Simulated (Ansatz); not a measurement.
# Ba2CrN2 (I4/mmm) in Ansatz: equation of state

How stiff is Ba2CrN2 in PBE, and what volume does it want? The cell is scaled to several volumes.

Everything below comes from runs of Ansatz 0.2.0. Logs are shortened: lines on timing, memory, paths and dates and some standing lists are left out, and cuts for length are marked.

## Step 1: Starting point

Symmetry: I4/mmm, No. 139, tetragonal system. Conventional cell: a = 4.166 Å, b = 4.166 Å, c = 13.366 Å, α = 90.00°, β = 90.00°, γ = 90.00°. Ba (site symmetry 4mm) is surrounded by 5 N at 2.95 Å. Cr (site symmetry 4/mmm) has 2 N at 1.78 Å as nearest neighbours. Around N (site symmetry 4mm) lie 1 Cr at 1.78 Å.

The cell comes from a database or a generator and needn't be the stable form of this composition.

## Step 2: Single point, PBE, collinear spin, ferromagnetic start, 21.80 Å³/atom (volume scaled by 0.94)

Contents of input.yaml:

```yaml
crystal:
  lattice:
    - [-2.0403527223, 2.0403527223, 6.5463418026]
    - [2.0403527223, -2.0403527223, 6.5463418026]
    - [2.0403527223, 2.0403527223, -6.5463418026]
  atoms:
    - { symbol: Ba, position: [0.8535895, 0.8535895, 0.0] }
    - { symbol: Ba, position: [0.1464105, 0.1464105, 0.0] }
    - { symbol: Cr, position: [0.5, 0.5, 0.0], spin: 3.0 }
    - { symbol: "N", position: [0.366857, 0.366857, 0.0] }
    - { symbol: "N", position: [0.633143, 0.633143, 0.0] }
hamiltonian:
  xc: pbe
  pseudopotentials: { kind: paw }
magnetization:
  spin_polarized: true
kpoints:
  mp_grid: { grid: [9, 9, 9] }
scf:
  occupations: { method: fermi_dirac, width: 0.05 }
output:
  forces: true
  stress: true
  eigenvalues: true
```

Potentials or basis: Ansatz PAW.

On the command line:

```
ansatz run input.yaml --threads 2 --pin off --max-ram 5120MiB --backend cpu --events-out ev --progress --plain --runs-dir out
```

The log of the run:

```text
Warning: RAYON_NUM_THREADS=2 ignored (pool sized by the plan → 2); use --threads N
basis.fft_grid_basis auto: the FFT boxes are laid along the combinations [[1, 0, 1], [0, 1, 1], [0, 0, 1]] of the cell's own vectors, 4.081, 4.081 and 7.154 Å long. The dense box has 30×30×48 points. Along the cell's own vectors, as sized, it would have 48×48×48, 2.56 times as many. Of the 16 symmetry operations that the crystal satisfies within crystal.symmetry.tolerance (time reversal apart; of a slab, those that keep its plane) the dense box along the cell's own vectors carries 16, and the one as laid loses 12 of those. basis.fft_grid_basis: typed keeps the cell's own vectors: state it where this run's energies or levels are differenced outside the engine with another run's, or held beside a run that keeps those vectors.
Engine: ansatz 0.2.0, x86_64-unknown-linux-gnu
Pseudopotentials: kind: paw
Pseudopotential: Ba, paw, valence charge 10, recommended cutoff 420 eV (normal), Ba.paw.azcp
Pseudopotential: Cr, paw, valence charge 14, recommended cutoff 420 eV (normal), Cr.paw.azcp
Pseudopotential: N, paw, valence charge 5, recommended cutoff 420 eV (normal), N.paw.azcp
Functional definition: PBE
  parameter kappa = 0.804
  parameter beta = 0.06672455060314922
  exchange = pbe_x(kappa = kappa, mu = beta*pi^2/3)
  correlation = pbe_c(beta = beta)
Crystal: 5 atoms, lattice volume = 109.011 Å³
Basis set: ecut = 420 eV, 2137 PW (Γ), FFT grids on a1+a3, a2+a3, a3, exchange–correlation on 60×60×96 points (8 copies of the dense FFT grid, shifted against one another)
Bands: 29, of which v1, the nominal top of the filled ones, is band 22 counted from 1 (21 counted from 0)
Symmetry: 16 space group operations
Space group: I4/mmm (ITA 139), of the structure as read, at distance tolerance 4.8e-5 Å
Magnetic group: BNS 139.531 (UNI 1191), of the structure as read, at distance tolerance 4.8e-5 Å
k-points: 75 of 729
Non-local potential: Ba, projectors of the file, l = 0: 3, l = 1: 2, l = 2: 2, l = 3: 2
Non-local potential: Cr, projectors of the file, l = 0: 3, l = 1: 2, l = 2: 3, l = 3: 1
Non-local potential: N, projectors of the file, l = 0: 2, l = 1: 2, l = 2: 1
PAW form: soft (Blöchl's): semilocal exchange-correlation on the pseudo side does not see the compensation charge
PAW one-centre angular grid: Ba, 194 points (default); XC on 64 Gauss nodes
PAW one-centre angular grid: Cr, 590 points (default); XC on 64 Gauss nodes
PAW one-centre angular grid: N, 110 points (default); XC on 64 Gauss nodes
Initial density: superposition of atomic densities (chi_scale 0.1, normalization cell, long waves kept (reshape's long-wave potential 0.04 eV rms))
Starting moments: Σ|m| = 3 μB on 1 of 5 sites
Initial wavefunctions: pseudopotential atomic-orbital guess
Functional: x = pbe(κ = 0.804, μ = 0.2195149727645171), c = pbe(β = 0.06672455060314922)
SCF iter   1: F=—  HF=-16048.383864 eV  |F-HF|=—  |Δ(HF+E_count)|=         —  Δρ=1.26e-1 (↑1.26e-1 ↓4.78e-2)  dr2=4.69e1  dr2_m=1.90e0  M=1.764 μB ∫|m|=2.090 μB  β_m=0.30  ethr=3.10e-3  ⟨swp⟩=8.7  Hψ=23363  notcnv=0
Mixer restart at iter 1: flushing history
preconditioner: auto → Kerker (q_TF=auto, 2.345 Å⁻¹)  [metal: Δε(μ)=0.019 eV  Ē_g=10.656 eV  σ=0.050 eV  W_gap=0.09  n_scr=24 (ndim 8)  ℏωp=20.1 eV  f_vac=0.000  D(μ)=2.17/eV (n_scr^D=10)]
spin=Collinear: Kerker preconditioning applied to the charge; magnetization (m = ρ↑ − ρ↓) channel mixes plain (no charge-response kernel on spin).
SCF iter   2: F=—  HF=-16047.808747 eV  |F-HF|=—  |Δ(HF+E_count)|=   5.75e-1  Δρ=3.43e-2 (↑3.43e-2 ↓2.07e-2)  dr2=4.35e0  dr2_m=2.59e-1  M=1.853 μB ∫|m|=2.322 μB  β_m=0.34  ethr=3.10e-3  ⟨swp⟩=5.2  Hψ=15247  notcnv=0  defer=166
SCF iter   3: F=—  HF=-16046.909446 eV  |F-HF|=—  |Δ(HF+E_count)|=   8.99e-1  Δρ=1.79e-2 (↑1.79e-2 ↓1.45e-2)  dr2=8.86e-1  dr2_m=9.31e-2  M=1.992 μB ∫|m|=2.483 μB  β_m=0.61  ethr=3.10e-3  ⟨swp⟩=4.7  Hψ=9968  notcnv=0  defer=134
SCF iter   4: F=—  HF=-16046.950829 eV  |F-HF|=—  |Δ(HF+E_count)|=   4.14e-2  Δρ=6.78e-3 (↑6.78e-3 ↓6.01e-3)  dr2=1.72e-1  dr2_m=1.85e-3  M=1.992 μB ∫|m|=2.553 μB  β_m=0.60  ethr=2.01e-3  ⟨swp⟩=4.0  Hψ=10354  notcnv=0  defer=128
SCF iter   5: F=—  HF=-16047.028152 eV  |F-HF|=—  |Δ(HF+E_count)|=         —  Δρ=4.03e-3 (↑4.03e-3 ↓2.98e-3)  dr2=7.56e-2  dr2_m=1.02e-3  M=1.991 μB ∫|m|=2.576 μB  β_m=0.60  ethr=3.91e-4  ⟨swp⟩=2.5  Hψ=8904  notcnv=0  defer=129
Mixer restart at iter 5: flushing history
SCF iter   6: F=—  HF=-16047.060385 eV  |F-HF|=—  |Δ(HF+E_count)|=   3.22e-2  Δρ=1.65e-3 (↑1.65e-3 ↓1.49e-3)  dr2=1.67e-2  dr2_m=3.39e-4  M=1.988 μB ∫|m|=2.578 μB  β_m=0.74  ethr=1.72e-4  ⟨swp⟩=3.4  Hψ=7454  notcnv=0  defer=129
SCF iter   7: F=—  HF=-16047.061688 eV  |F-HF|=—  |Δ(HF+E_count)|=   1.30e-3  Δρ=1.55e-3 (↑1.55e-3 ↓9.32e-4)  dr2=1.20e-2  dr2_m=1.45e-4  M=1.988 μB ∫|m|=2.591 μB  β_m=0.71  ethr=3.79e-5  ⟨swp⟩=2.1  Hψ=8715  notcnv=0  defer=126
SCF iter   8: F=—  HF=-16047.060730 eV  |F-HF|=—  |Δ(HF+E_count)|=   9.57e-4  Δρ=9.97e-4 (↑9.97e-4 ↓6.87e-4)  dr2=2.97e-3  dr2_m=3.72e-5  M=1.986 μB ∫|m|=2.590 μB  β_m=0.85  ethr=2.73e-5  ⟨swp⟩=3.3  Hψ=8999  notcnv=0  defer=127
SCF iter   9: F=—  HF=-16047.062389 eV  |F-HF|=—  |Δ(HF+E_count)|=   1.66e-3  Δρ=1.54e-4 (↑1.54e-4 ↓1.47e-4)  dr2=2.65e-4  dr2_m=3.72e-7  M=1.987 μB ∫|m|=2.590 μB  β_m=0.93  ethr=6.75e-6  ⟨swp⟩=2.2  Hψ=7617  notcnv=0  defer=124
SCF iter  10: F=—  HF=-16047.062526 eV  |F-HF|=—  |Δ(HF+E_count)|=   1.38e-4  Δρ=8.16e-5 (↑8.16e-5 ↓6.38e-5)  dr2=8.06e-5  dr2_m=1.95e-7  M=1.987 μB ∫|m|=2.591 μB  β_m=0.96  ethr=6.02e-7  ⟨swp⟩=2.2  Hψ=7371  notcnv=0  defer=124
SCF iter  11: F=—  HF=-16047.062087 eV  |F-HF|=—  |Δ(HF+E_count)|=   4.40e-4  Δρ=4.43e-5 (↑4.05e-5 ↓4.43e-5)  dr2=1.54e-5  dr2_m=3.89e-8  M=1.987 μB ∫|m|=2.590 μB  β_m=0.95  ethr=1.83e-7  ⟨swp⟩=2.5  Hψ=7039  notcnv=0  defer=124
SCF iter  12: F=—  HF=-16047.062087 eV  |F-HF|=—  |Δ(HF+E_count)|=   7.36e-7  Δρ=1.59e-5 (↑1.59e-5 ↓7.74e-6)  dr2=9.67e-7  dr2_m=2.79e-8  M=1.987 μB ∫|m|=2.590 μB  β_m=0.97  ethr=3.50e-8  ⟨swp⟩=2.0  Hψ=5871  notcnv=0  defer=125
SCF iter  13: F=—  HF=-16047.062087 eV  |F-HF|=—  |Δ(HF+E_count)|=   2.93e-8  Δρ=3.10e-6 (↑3.10e-6 ↓2.18e-6)  dr2=2.53e-8  dr2_m=2.39e-9  M=1.987 μB ∫|m|=2.590 μB  β_m=0.99  ethr=2.20e-9  ⟨swp⟩=2.0  Hψ=6851  notcnv=0  defer=125
SCF iter  14: F=-16047.062087 eV  HF=-16047.062087 eV  |F-HF|=2.27e-10  |Δ(HF+E_count)|=   1.49e-8  Δρ=5.46e-7 (↑5.46e-7 ↓4.86e-7)  dr2=1.29e-9  dr2_m=5.63e-11  M=1.987 μB ∫|m|=2.590 μB  ethr=5.75e-11  ⟨swp⟩=8.2  Hψ=21184  notcnv=0
SCF 1 converged in 14 iterations: F = -16047.062087 eV  dr2 = 1.29e-9
SCF converged after 14 iterations
Magnetization: 1.9869 μB (22.9935 up, 21.0065 down)
Absolute magnetization: 2.5907 μB (∫|ρ↑−ρ↓|, with the PAW one-centre terms)
Spin contamination: 0.0731 ħ² per cell (⟨S²⟩ above its minimum at these occupations)
Per-site moments (μB) at R_I (Å): [(-0.0025078256859567337, 1.1905724640041597), (-0.00250782568595656, 1.1905724640041602), (1.4858953765446123, 0.7190696589644467), (-0.08672977167695085, 0.7190696589644467), (-0.08672977167695067, 0.7190696589644471)]
Free energy (F): -16047.062087 eV
Harris-Foulkes:  -16047.062087 eV  (|F-HF|=2.27e-10)
Internal energy: -16047.057123 eV  (E = F + TS)
E sigma→0 (E₀):  -16047.059605 eV
Entropy (-TS):   -0.004965 eV (-0.993 meV/atom)
Fermi energy:    9.894460 eV
--- Per-component energies (eV) ---
  E_band       = -314.511244
  E_kinetic    = 937.564052
  E_local      = -3187.625268  (includes V_loc(G=0)·N_el)
  E_nonlocal   = 286.829654
  E_hartree    = 1299.900466
  E_xc         = -596.320106
  E_vxc        = -602.462391  (∫ρ·V_xc dr)
  E_paw        = -11900.957843  (= ΣΔE_a)
  E_vpaw       = -348.617914  (= ΣTr[D̂ρ^β])
  E_aug_tail   = 0.000548  (compensation charges beyond the density's cutoff)
  E_ewald      = -2886.448626
  E_smearing   = -0.004965  (= −TS)
  E_closure    = 0.000000  (closes the sum)
  Σ components = -16047.062087   (vs F -16047.062087, Δ=0.00e0)
--- Forces (eV/Å), atoms counted from 1 ---
  atom   1  Ba     0.00000000    -0.00000000    -0.01819381
  atom   2  Ba     0.00000000    -0.00000000     0.01819381
  atom   3  Cr     0.00000000    -0.00000000    -0.00000000
  atom   4  N      0.00000000     0.00000000    -0.74001729
  atom   5  N      0.00000000     0.00000000     0.74001729
  max |Σ_I F_I| component: 1.11e-16 eV/Å
--- Stress (GPa, compression-positive) ---
        1.994247       0.000000       0.000000
        0.000000       1.994247       0.000000
        0.000000      -0.000000       6.562941
  P = ⅓ Tr σ = 3.5171 GPa (35.171 kbar)
--- Band table (eV; the first three rows and the last of 150) ---
  k-point 0 ↑: bands = ["-62.6675", "-34.1123", "-34.1123", "-33.8925", "-17.5688", "-17.3881", "-3.7275", "-3.2659", "-3.1359", "-2.6597", "-2.6597", "-2.4208", "-2.4208", "-1.7610", "5.9166", "6.9654", "6.9654", "8.2004", "8.2533", "8.4521", "8.4521", "8.4661", "8.7535", "10.8045", "11.4218", "11.4218", "12.4153", "12.5568", "13.5614"]
  k-point 1 ↑: bands = ["-62.6674", "-34.1125", "-34.1125", "-33.8925", "-17.5489", "-17.3841", "-3.9439", "-3.5047", "-3.2957", "-2.7386", "-2.4816", "-2.3751", "-2.1218", "-1.6022", "5.9429", "6.6695", "6.9439", "7.8022", "8.0910", "8.4393", "8.4463", "8.6082", "8.7223", "10.8680", "11.1957", "11.7844", "12.2211", "12.7391", "13.7616"]
  k-point 2 ↑: bands = ["-62.6674", "-34.1130", "-34.1130", "-33.8924", "-17.4992", "-17.3749", "-4.2460", "-3.7831", "-3.1764", "-2.9308", "-2.6311", "-2.3040", "-1.9470", "-1.3421", "6.0149", "6.2508", "6.9277", "7.3037", "8.0379", "8.4476", "8.4870", "8.7132", "8.8156", "10.8462", "11.0824", "12.0991", "12.7632", "12.8550", "13.6178"]
  k-point 74 ↓: bands = ["-60.6229", "-32.8209", "-31.6260", "-31.6257", "-17.5169", "-17.4374", "-4.1041", "-3.4372", "-2.7195", "-2.6919", "-2.6558", "-2.3710", "-2.3585", "-1.9698", "6.1386", "7.0565", "7.1157", "8.1071", "8.3703", "8.5957", "8.8371", "9.7351", "11.1194", "11.6758", "12.2003", "12.4098", "12.6183", "12.6490", "12.7292"]
```

Wall time 53 s (2 threads of Intel Xeon at 2.50GHz (Skylake/Cascade Lake), shared host); peak memory 0.68 GiB.

Results:

| Property | Result |
| --- | --- |
| Free energy | -16047.0621 eV |
| Pressure | 3.5 GPa |
| Largest force | 0.740 eV/Å |
| Band gap on the k mesh | none (metal or under the smearing width) |
| Net moment | 1.99 μB per cell |
| Absolute moment | 2.59 μB per cell |
| Site moments | Ba -0.00; Cr +1.49; N -0.09 μB |

Caveat: a cell with one magnetic atom can't hold antiferromagnetic order, which such compounds often take.

(Part 1 of 2 ends here.)
